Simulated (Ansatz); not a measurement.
# C3H5ClSi: the cost of one run

All numbers below are computed with Ansatz 0.2.0 (RKS PBE-D4/def2-SVP).

## (1) Starting point

Bond lengths: C1–C2 1.291 Å, C2–Si3 1.700 Å, C2–C4 1.417 Å, C4–Cl5 1.866 Å, C1–H6 1.106 Å, C1–H7 1.123 Å, Si3–H8 1.541 Å, Si3–H9 1.443 Å, C4–H10 1.027 Å. Angles: C1–C2–Si3 134.4°, C1–C2–C4 129.1°, Si3–C2–C4 96.3°, C2–C1–H6 126.1°, C2–C1–H7 121.5°, H6–C1–H7 112.0°, C2–Si3–H8 114.0°, C2–Si3–H9 121.8°, H8–Si3–H9 113.7°, C2–C4–Cl5 113.5°, C2–C4–H10 124.5°, Cl5–C4–H10 109.7°.

Structure file:

```xyz
10

C    -0.0107    1.6741    0.3195
C     0.0306    0.4070    0.0746
Si   -0.0591   -0.9932    1.0342
C     0.3042   -0.2578   -1.1464
Cl   -1.2139   -0.9777   -1.9583
H    -0.2146    2.1423    1.3010
H     0.0361    2.4334   -0.5070
H     1.2911   -1.7124    1.2213
H    -1.1885   -1.8889    0.9679
H     1.1080   -0.8779   -1.3038
```

## (2) End point A

input.yaml reads:

```yaml
crystal:
  periodic: [false, false, false]
  atoms:
    - { symbol: C, position_ang: [-0.0107, 1.6741, 0.3195] }
    - { symbol: C, position_ang: [0.0306, 0.407, 0.0746] }
    - { symbol: Si, position_ang: [-0.0591, -0.9932, 1.0342] }
    - { symbol: C, position_ang: [0.3042, -0.2578, -1.1464] }
    - { symbol: Cl, position_ang: [-1.2139, -0.9777, -1.9583] }
    - { symbol: H, position_ang: [-0.2146, 2.1423, 1.301] }
    - { symbol: H, position_ang: [0.0361, 2.4334, -0.507] }
    - { symbol: H, position_ang: [1.2911, -1.7124, 1.2213] }
    - { symbol: H, position_ang: [-1.1885, -1.8889, 0.9679] }
    - { symbol: H, position_ang: [1.108, -0.8779, -1.3038] }
basis:
  gaussian: { orbitals: def2-SVP }
hamiltonian:
  xc: pbe
  dispersion: d4
relax:
  f_tol: 0.015
  max_steps: 40
output:
  orbitals: {}
```

Command:

```sh
$ ansatz run input.yaml --threads 2 --pin off --max-ram 3072MiB --backend cpu --events-out ev --progress --plain --runs-dir out
```

What time and memory should one allow on 2 threads of Arm Neoverse N1, shared host?

About 51 s, with a peak of 0.15 GiB.
